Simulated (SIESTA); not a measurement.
## Zr3S2 under changes of volume

One of the cells (20.765 Å³/atom); the others are scaled copies at fixed shape and fractional positions:

```xyz
5
Lattice="2.9218 1.6869 3.5109 -2.9218 1.6869 3.5109 0.0000 -3.3738 3.5109" Properties=species:S:1:pos:R:3 pbc="T T T"
Zr    0.9897    1.7142    5.2663
Zr    0.9897   -1.7142    5.2663
Zr   -1.9794    0.0000    5.2663
S     0.0000    0.0000    7.0044
S     0.0000    0.0000    3.5282
```

The cell comes from a database or a generator and needn't be the stable form of this composition.

* Program: SIESTA 5.4.2
* Functional: PBE
* Potentials or basis: PseudoDojo 0.4 standard (PBE files)
* Basis: DZP (energy shift 0.003 Ry; two zetas on semicore shells)
* Grid cutoff: 800 Ry
* Energy shift: 0.003 Ry
* k mesh: 6 × 6 × 6
* Occupations: fermi-dirac, width 0.05 eV
* Spin: no spin polarisation

```tsv
volume (Å³/atom)	energy over the lowest point (meV/atom)	pressure (GPa)	largest force (eV/Å)
19.136	33.43	9.1	0.253
19.543	14.46	5.9	0.186
19.950	3.08	3.1	0.126
20.765	0.00	-1.7	0.022
21.172	7.02	-3.8	0.023
21.579	?	?	?
```

What does the run at 21.579 Å³/atom give?

Energy over the lowest point 18.99 meV/atom; pressure -5.6 GPa; largest force 0.064 eV/Å.

Worked out: A Birch-Murnaghan fit of order 3 (a polynomial in V^(-2/3)) to the other rows has its minimum at 20.45 Å³/atom with B0 = V·E''(V) = 118 GPa and B' = 4.4 at fixed shape and positions, which overstates the stiffness. It gives 18.97 meV/atom at 21.579 Å³/atom, against the run's 18.99, and -dE/dV = -5.6 GPa, against -5.6.

Energies are extrapolated to zero smearing.

Caveats: the basis of atomic orbitals isn't converged, which shifts pressures, moduli and gaps.
